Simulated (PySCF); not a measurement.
**C2H5BGe: electronic excitations and core binding energies**

Aim: predict the electronic excitations and core binding energies of C2H5BGe (`[BH2][GeH2][C]#C`).

Programs: PySCF 2.14.0, with density-fitted response routines of our own. Each step states its level of theory. These are calculated values for one molecule in the gas phase, unless marked as measured. Atoms count from 0, in the outputs and in this text.

## 1. Starting geometry

9 atoms, charge 0, multiplicity 1; geometry from: GFN2-xTB.

Bonds of the start (Å): B0–Ge1 2.00, Ge1–C2 1.90, C2–C3 1.20, B0–H4 1.17, B0–H5 1.17, Ge1–H6 1.51, Ge1–H7 1.51, C3–H8 1.05.

## 2. Excited states and response: CAM-B3LYP/def2-SVPD

The job: settings as JSON, then the geometry in Å.

```
{"job": {"kind": "uv", "xc": "CAM-B3LYP", "basis": "def2-SVPD", "nstates": 8, "ntriplets": 3}, "charge": 0, "multiplicity": 1}
B     -1.571555     1.046687     0.110453
Ge    -0.544337    -0.658598    -0.118563
C      1.324378    -0.358406     0.091619
C      2.493480    -0.123112     0.248392
H     -1.339914     1.961261    -0.576112
H     -2.398612     1.166130     0.923419
H     -0.830376    -1.796749     0.824518
H     -0.640845    -1.297839    -1.478910
H      3.521342     0.066619     0.377243
```

Method: TDDFT CAM-B3LYP/def2-SVPD, vertical, gas phase, core orbitals frozen in the response.

Launch:

```console
$ OMP_NUM_THREADS=1 python probes_run.py task.json out
```

The driver reads the jobs from task.json and runs them one after another.

The program printed:

```text
coarse grid: 35320 points
cycle   1  E = -2180.6274157683  dE = -3.490e-01  |g| = 4.768e-01  |ddm| = 7.131e+00
cycle   2  E = -2180.6398380351  dE = -1.242e-02  |g| = 4.514e-01  |ddm| = 1.630e+00
cycle   3  E = -2180.6681304273  dE = -2.829e-02  |g| = 3.316e-02  |ddm| = 6.623e-01
cycle   4  E = -2180.6682121373  dE = -8.171e-05  |g| = 2.721e-02  |ddm| = 1.837e-01
cycle   5  E = -2180.6683881987  dE = -1.761e-04  |g| = 8.148e-03  |ddm| = 4.785e-02
cycle   6  E = -2180.6684044001  dE = -1.620e-05  |g| = 1.382e-03  |ddm| = 1.890e-02
cycle   7  E = -2180.6684050514  dE = -6.514e-07  |g| = 2.302e-04  |ddm| = 4.418e-03
final grid: 73528 points
cycle   8  E = -2180.6683808459  dE = -2.869e-08  |g| = 1.636e-04  |ddm| = 1.684e-03
cycle   9  E = -2180.6683808490  dE = -3.145e-09  |g| = 1.572e-04  |ddm| = 4.917e-04
cycle  10  E = -2180.6683808534  dE = -4.375e-09  |g| = 2.989e-05  |ddm| = 2.090e-04
cycle  11  E = -2180.6683808536  dE = -2.547e-10  |g| = 1.372e-05  |ddm| = 5.860e-05
converged SCF energy = -2180.6683808536

Static polarisability (au): isotropic 65.480, principal 53.165 61.274 82.000

Singlet excitations
state   eV       nm        f      main configurations
  1   4.2098    294.5   0.00739   H->L 0.67, H-2->L 0.29
  2   4.9796    249.0   0.00397   H-1->L 0.88
  3   5.5176    224.7   0.00159   H-3->L 0.37, H-2->L 0.19, H-5->L 0.16
  4   5.7157    216.9   0.00614   H-2->L 0.46, H->L 0.24, H-3->L 0.16
  5   6.3509    195.2   0.00114   H->L+3 0.47, H->L+2 0.20, H-1->L+4 0.09
  6   6.6051    187.7   0.00408   H-1->L+4 0.25, H-4->L 0.12, H-3->L 0.10
  7   6.6537    186.3   0.00250   H-1->L+3 0.33, H->L+4 0.22, H-1->L+2 0.08
  8   6.8479    181.1   0.01511   H-3->L 0.29, H-5->L 0.19, H-4->L 0.17

Triplet excitations (Tamm-Dancoff, eV): 3.4985 4.6727 5.0078
```

Run time: 26 s. Hardware: 1 thread of Intel Xeon at 2.70GHz, shared host; peak memory 0.55 GiB.

Frontier orbitals and where they lie:

```
orbital      eV                       atoms
 HOMO−3  -11.02  Ge1 30 %, H6 16 %, H7 13 %
 HOMO−2  -10.71  B0 28 %, Ge1 26 %, C2 16 %
 HOMO−1   -9.34   C2 39 %, C3 38 %, Ge1 9 %
   HOMO   -9.24  C2 34 %, C3 34 %, Ge1 10 %
   LUMO   -1.59  B0 54 %, Ge1 19 %, H5 10 %
 LUMO+1    1.07   B0 40 %, Ge1 30 %, C3 7 %
 LUMO+2    1.44  Ge1 26 %, B0 18 %, C3 15 %
```

With each of the 8 states as a Gaussian band of 0.4 eV half-width at 1/e, the curve within the window shown has maxima at 293 nm (ε 300), 218 nm (ε 310), 182 nm (ε 840) L/(mol cm). Beyond the last state computed it falls off for lack of states. The curve at chosen wavelengths:

```csv
nm,ε (L/mol/cm)
173,398
180,800
187,732
193,441
200,225
207,224
214,296
221,306
227,263
234,215
241,196
248,188
255,174
261,166
268,177
275,215
282,263
289,297
295,302
302,278
309,232
316,176
323,123
329,86
336,54
343,32
```

Leading natural transition orbitals of singlet state 8: the hole lies on C2 24 %; H6 20 %; C3 16 %; the particle on B0 55 %; H4, H5 about 13 % each; C2 6 %.

Leading natural transition orbitals of singlet state 1: the hole lies on B0 30 %; Ge1 18 %; C3 12 %; the particle on B0 60 %; H4, H5 about 13 % each.

Further results of this job:

```
           property  computed
  dipole moment (D)      0.95
polarisability (Å³)      9.70
 HOMO–LUMO gap (eV)      7.65
      −ε(HOMO) (eV)      9.24
```

Orbitals, density, ELF and potential are computed afterwards from the orbital file.

Frontier orbitals at CAM-B3LYP/def2-SVPD, with the share of their density that lies nearest to each atom:

```
orbital  energy (eV)                          lies on
   HOMO        -9.24  C2, C3 about 35 % each; B0 10 %
   LUMO        -1.59  B0 55 %; H4, H5 about 14 % each
```

ELF in a plane through or near 5 of the atoms.

Ten even steps from ' ' (0.00) to '@' (1.00):
```
                                                        
                                                        
                                                        
                                                        
                                --++==::                
          ::::..::--::..      ..**%%%%==..              
        ++@@@@**==++==--..    ..**%%%%++::..            
      ::@@@@@@%%**##**++--    ::==++++**++--            
      ::@@@@@@++==##%%****::--##****##++%%**::          
        ++%%@@----##--::%%++--**@@==..++##++..          
        ..--++**%%%%::::@@::--::++@@**----::            
          ..--**####**%%**::++##..**++..                
            ..====++++==::..====..::..                  
              ..::::....::::::----::                    
                        ..--++++--..                    
                          ::----::                      
                            ....                        
                                                        
                                                        
                                                        
```
The map spans 12.0 Å across and 8.9 Å up, centred on the molecule. Atoms in the plane (x, y in Å): B0 (1.8, 0.7), Ge1 (0.4, -0.8), C2 (-1.4, 0.0), C3 (-2.5, 0.5), H8 (-3.4, 0.9).

On the surface of density 0.002 e/bohr³ the electrostatic potential runs, from the 1st to the 99th percentile, from -0.88 V near C2 to 2.22 V near B0.

## 3. X-ray photoelectron lines: SCAN, X2C

Same as in step 2 but for these lines:

```diff
@@ -1,2 +1,2 @@
-{"job": {"kind": "uv", "xc": "CAM-B3LYP", "basis": "def2-SVPD", "nstates": 8, "ntriplets": 3}, "charge": 0, "multiplicity": 1}
+{"job": {"kind": "xps"}, "charge": 0, "multiplicity": 1}
 B     -1.571555     1.046687     0.110453
```

Method: delta-SCF UKS SCAN, pcX-2 on the ionised atom, pcseg-1 elsewhere, spin-free X2C.

The program printed:

```text
ground state, core basis on atom 0 (B), 125 functions
  cycle   1  E = -2197.82360853  |g| = 4.05e-01
  cycle   2  E = -2197.78864793  |g| = 5.11e-01
  cycle   3  E = -2197.86836533  |g| = 9.69e-02
  cycle   4  E = -2197.86982222  |g| = 6.85e-02
  cycle   5  E = -2197.87106183  |g| = 1.68e-02
  cycle   6  E = -2197.87115549  |g| = 2.14e-03
  cycle   7  E = -2197.87115766  |g| = 6.62e-04
  cycle   8  E = -2197.87115660  |g| = 1.91e-04
  E(ground) = -2198.00673839 Eh
hole in B 1s of atom 0
  cycle   1  E = -2190.22563769  |g| = 1.14e+00
  cycle   2  E = -2187.95583249  |g| = 2.02e+00
  cycle   3  E = -2190.38823618  |g| = 5.67e-01
  cycle   4  E = -2189.68317289  |g| = 8.56e-01
  cycle   5  E = -2190.55443587  |g| = 3.08e-01
  cycle   6  E = -2190.64044274  |g| = 1.67e-01
  cycle   7  E = -2190.56321858  |g| = 3.32e-01
  cycle   8  E = -2190.58950808  |g| = 2.81e-01
  cycle   9  E = -2190.60064579  |g| = 2.58e-01
  cycle  10  E = -2190.61675964  |g| = 2.24e-01
  cycle  11  E = -2190.61253186  |g| = 2.36e-01
  cycle  12  E = -2190.61291783  |g| = 2.33e-01
  cycle  13  E = -2190.60866749  |g| = 2.40e-01
  cycle  14  E = -2190.66055165  |g| = 4.67e-02
  cycle  15  E = -2190.64263848  |g| = 1.50e-01
  cycle  16  E = -2190.65766912  |g| = 8.24e-02
  cycle  17  E = -2190.66297307  |g| = 3.28e-02
  cycle  18  E = -2190.66363517  |g| = 1.83e-02
  cycle  19  E = -2190.66373922  |g| = 1.56e-02
  cycle  20  E = -2190.66391911  |g| = 8.28e-03
  cycle  21  E = -2190.66394238  |g| = 7.94e-03
  cycle  22  E = -2190.66399828  |g| = 3.61e-03
  cycle  23  E = -2190.66401067  |g| = 3.29e-03
  cycle  24  E = -2190.66402052  |g| = 1.23e-03
  cycle  25  E = -2190.66402192  |g| = 7.88e-04
  cycle  26  E = -2190.66402284  |g| = 2.15e-04
  E(ion) = -2190.79864449 Eh   <S^2> = 1.4052   hole on atom = 1.000   binding energy = 196.142 eV
ground state, core basis on atom 2 (C), 125 functions
  cycle   1  E = -2197.88549003  |g| = 5.78e-02
  cycle   2  E = -2197.88523227  |g| = 3.62e-02
  cycle   3  E = -2197.88472286  |g| = 5.72e-02
  cycle   4  E = -2197.88558121  |g| = 6.67e-03
  cycle   5  E = -2197.88559340  |g| = 6.05e-04
  cycle   6  E = -2197.88559371  |g| = 1.51e-04
  E(ground) = -2198.02004994 Eh
hole in C 1s of atom 2
  cycle   1  E = -2186.64679549  |g| = 1.51e+00
  cycle   2  E = -2185.52457393  |g| = 2.02e+00
  cycle   3  E = -2186.92610739  |g| = 8.06e-01
  cycle   4  E = -2187.15051570  |g| = 3.60e-01
  cycle   5  E = -2187.21925234  |g| = 8.92e-02
  cycle   6  E = -2187.22551244  |g| = 2.11e-02
  cycle   7  E = -2187.22619178  |g| = 1.15e-02
  cycle   8  E = -2187.22653322  |g| = 8.02e-03
  cycle   9  E = -2187.22675329  |g| = 4.61e-03
  cycle  10  E = -2187.22680197  |g| = 2.12e-03
  cycle  11  E = -2187.22680741  |g| = 6.37e-04
  cycle  12  E = -2187.22680819  |g| = 2.23e-04
  E(ion) = -2187.35986003 Eh   <S^2> = 0.8607   hole on atom = 1.000   binding energy = 290.079 eV
ground state, core basis on atom 3 (C), 125 functions
  cycle   1  E = -2197.88411724  |g| = 6.31e-02
  cycle   2  E = -2197.88242974  |g| = 8.55e-02
  cycle   3  E = -2197.88370309  |g| = 4.92e-02
  cycle   4  E = -2197.88435479  |g| = 1.55e-03
  cycle   5  E = -2197.88435281  |g| = 4.35e-04
  E(ground) = -2198.01912437 Eh
hole in C 1s of atom 3
  cycle   1  E = -2186.64548261  |g| = 1.50e+00
  cycle   2  E = -2184.40846519  |g| = 2.33e+00
  cycle   3  E = -2187.03162868  |g| = 5.01e-01
  cycle   4  E = -2187.09217155  |g| = 4.97e-01
  cycle   5  E = -2187.19638990  |g| = 2.42e-01
  cycle   6  E = -2187.22407168  |g| = 2.74e-02
  cycle   7  E = -2187.22473635  |g| = 1.26e-02
  cycle   8  E = -2187.22501596  |g| = 7.83e-03
  cycle   9  E = -2187.22518873  |g| = 4.94e-03
  cycle  10  E = -2187.22525422  |g| = 2.01e-03
  cycle  11  E = -2187.22526188  |g| = 8.30e-04
  cycle  12  E = -2187.22526302  |g| = 3.25e-04
  E(ion) = -2187.35894552 Eh   <S^2> = 0.8385   hole on atom = 1.000   binding energy = 290.078 eV
```

It took 60 s on 1 thread of Intel Xeon at 2.70GHz, shared host; peak memory 0.6 GiB.

Binding energies by hole, beside the orbital energy of the ground state; the difference holds orbital relaxation and, for a density functional, its self-interaction error:

```
     hole  stands for              environment          ΔSCF (eV)  −ε (eV)   ⟨S²⟩
B1s on B0          B0  boron bonded to Ge, 2 H  196.14 (doubtful)    181.1  1.405
C1s on C2          C2            alkyne carbon  290.08 (doubtful)    273.4  0.861
C1s on C3          C3   terminal alkyne carbon             290.08    273.5  0.838
```

Doubtful: the ion did not converge, its hole moved, or its ⟨S²⟩ is well above 0.75.

## 4. Results

| quantity | value |
| --- | --- |
| lowest singlet (CAM-B3LYP/def2-SVPD) | 4.21 eV (295 nm), f = 0.007 |
| brightest single state of those computed | state 8, 6.85 eV, f = 0.015 |
| lowest triplet | 3.50 eV |
| surface potential, 1st and 99th percentile | -0.88 V and 2.22 V |
| C1s binding energies, SCAN/pcX-2 (standing for 1 of 2 atoms) | C3 290.08 eV |

**Reading.** The lowest singlet, at 4.21 eV, is HOMO→LUMO 0.67, HOMO−2→LUMO 0.29 and is weak; of the 8 states computed, the strongest absorption comes from state 8 at 6.85 eV (the last computed, so partners may be missing). The lowest triplet lies 0.71 eV below the lowest singlet (triplets in Tamm-Dancoff, singlets in full TDDFT). At CAM-B3LYP/def2-SVPD, counted by nearest atom on the grid, the HOMO lies on C2, C3 about 35 % each; B0 10 %, the LUMO on B0 55 %; H4, H5 about 14 % each.
